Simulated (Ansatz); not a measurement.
# C2H4AlFO (SMILES C=C[O][AlH][F]): PBE/def2-SVP

Aim: the energy change on altering one bond length of C2H4AlFO at PBE/def2-SVP, from 2 runs. 

Program for the calculation: Ansatz 0.2.0.

127 further runs of the same task are left out: 127 set aside as unsound or not needed.

## 1. The molecule

The species is C2H4AlFO (9 atoms), meant as a singlet with charge 0. As SMILES, `C=C[O][AlH][F]`. Geometry: relaxed at PBE0-D4/def2-TZVP. This is one conformer, not always the lowest.

Bond lengths: C1–C2 1.325 Å, C2–O3 1.346 Å, O3–Al4 1.684 Å, Al4–F5 1.640 Å, C1–H6 1.083 Å, C1–H7 1.081 Å, C2–H8 1.090 Å, Al4–H9 1.565 Å. Angles: C1–C2–O3 123.2°, C2–O3–Al4 137.8°, O3–Al4–F5 116.4°, C1–C2–H8 121.1°, O3–C2–H8 115.7°, C2–C1–H6 121.4°, C2–C1–H7 119.7°, O3–Al4–H9 123.2°, F5–Al4–H9 120.5°, H6–C1–H7 119.0°.

## 2. The energy at PBE/def2-SVP

Input file in.yaml:

```yaml
crystal:
  periodic: [false, false, false]
  atoms:
    - {symbol: C, position_ang: [-1.562000, -0.360100, 1.103900]}
    - {symbol: C, position_ang: [-0.728000, -0.312900, 0.075500]}
    - {symbol: O, position_ang: [0.490300, 0.256500, 0.139600]}
    - {symbol: Al, position_ang: [1.800800, 0.519300, -0.884800]}
    - {symbol: F, position_ang: [3.087600, 1.301600, -0.235000]}
    - {symbol: H, position_ang: [-1.297700, 0.065300, 2.064100]}
    - {symbol: H, position_ang: [-2.527700, -0.832200, 0.988500]}
    - {symbol: H, position_ang: [-0.999000, -0.743100, -0.888800]}
    - {symbol: H, position_ang: [1.824300, 0.059200, -2.380300]}
basis:
  gaussian: {orbitals: def2-SVP}
accuracy: high
hamiltonian: {xc: pbe}
output: {orbitals: {seedname: orbitals}}
```

The run is started by

```console
ansatz run in.yaml --threads 1 --pin off --max-ram 3480MiB --events-out events.jsonl --progress --plain --runs-dir runs
```

Log:

```text
Warning: RAYON_NUM_THREADS=1 ignored (pool sized by the plan → 1); use --threads N
Functional definition: PBE
  name "PBE"
  parameter kappa = 0.804
  parameter beta = 0.06672455060314922
  exchange = pbe_x(kappa = kappa, mu = beta*pi^2/3)
  correlation = pbe_c(beta = beta)
2095 factors; integrals over basis functions are off by at most 5.5e-9 eV
mean field evaluation 1: about -13473.2397 eV, gradient 6.9e1 eV
mean field evaluation 2: about -13434.5038 eV, gradient 1.5e2 eV
mean field evaluation 4: about -13482.9255 eV, gradient 1.7e1 eV
mean field evaluation 8: about -13483.5197 eV, gradient 4.1e-1 eV
mean field evaluation 16: about -13483.5196 eV, gradient 2.6e-5 eV
mean field -13483.51964449 eV, -495.5102074773 hartree, gradient 2.8e-8 eV, S^2 0.000000; 0 other end points of the search recorded, 0 dependent functions left out
reference -13483.51964862 eV, -495.5102076288 hartree; 23, 23 occupied and 71, 71 virtual orbitals, 2095 factors
Total energy: -13483.51964862 eV, -495.5102076288 hartree
```

Wall time 7.5 s (1 thread of Arm Neoverse V1, shared host); peak memory 0.24 GiB.

## 3. The distorted shape at the same level

Input file molecule.yaml:

```yaml
crystal:
  periodic: [false, false, false]
  atoms:
    - symbol: C
      position_ang: [-1.694140, -0.572784, 0.623836]
    - symbol: C
      position_ang: [-0.860140, -0.525584, -0.404564]
    - symbol: O
      position_ang: [0.358160, 0.043816, -0.340464]
    - symbol: Al
      position_ang: [1.668660, 0.306616, -1.364864]
    - symbol: F
      position_ang: [2.955460, 1.088916, -0.715064]
    - symbol: H
      position_ang: [-1.297700, 0.065300, 2.064100]
    - symbol: H
      position_ang: [-2.659840, -1.044884, 0.508436]
    - symbol: H
      position_ang: [-1.131140, -0.955784, -1.368864]
    - symbol: H
      position_ang: [1.692160, -0.153484, -2.860364]
basis:
  gaussian:
    orbitals: def2-SVP
hamiltonian:
  xc: pbe
accuracy: high
output: {orbitals: {seedname: orbitals}}
```

The run is started by

```console
ansatz run molecule.yaml --threads 1 --pin off --max-ram 3480MiB --events-out events.jsonl --progress --plain --runs-dir runs
```

Log, shortened:

```text
Warning: RAYON_NUM_THREADS=1 ignored (pool sized by the plan → 1); use --threads N
[... 6 set-up lines as earlier in the session ...]
2093 factors; integrals over basis functions are off by at most 8.8e-9 eV
mean field evaluation 1: about -13470.4642 eV, gradient 7.0e1 eV
mean field evaluation 2: about -13419.6282 eV, gradient 1.6e2 eV
mean field evaluation 4: about -13480.9016 eV, gradient 1.8e1 eV
mean field evaluation 8: about -13481.5559 eV, gradient 3.6e-1 eV
mean field evaluation 16: about -13481.5536 eV, gradient 6.6e-5 eV
mean field -13481.55357567 eV, -495.4379557807 hartree, gradient 4.3e-8 eV, S^2 0.000000; 0 other end points of the search recorded, 0 dependent functions left out
reference -13481.55357987 eV, -495.4379559349 hartree; 23, 23 occupied and 71, 71 virtual orbitals, 2093 factors
Total energy: -13481.55357987 eV, -495.4379559349 hartree
```

It took 7.5 s on 1 thread of Arm Neoverse V1, shared host; peak memory 0.24 GiB.

## 4. Summary of results

Level: PBE/def2-SVP.

| quantity | value |
| --- | --- |
| first shape: total energy | -495.51021 Eh |
| first shape: HOMO energy | -5.69 eV |
| first shape: LUMO energy | -1.39 eV |
| first shape: HOMO–LUMO gap | 4.30 eV |
| distorted shape: total energy | -495.43796 Eh |
| distorted shape: HOMO energy | -5.78 eV |
| distorted shape: LUMO energy | -1.41 eV |
| distorted shape: HOMO–LUMO gap | 4.37 eV |
| energy change with the C1–H6 bond stretched from 1.083 to 1.624 Å | 1.966 eV |

What this shows: With the C1–H6 bond stretched from 1.083 to 1.624 Å the energy rises by 1.97 eV (45 kcal/mol). The first shape isn't relaxed at this level, so the change isn't measured from a minimum.
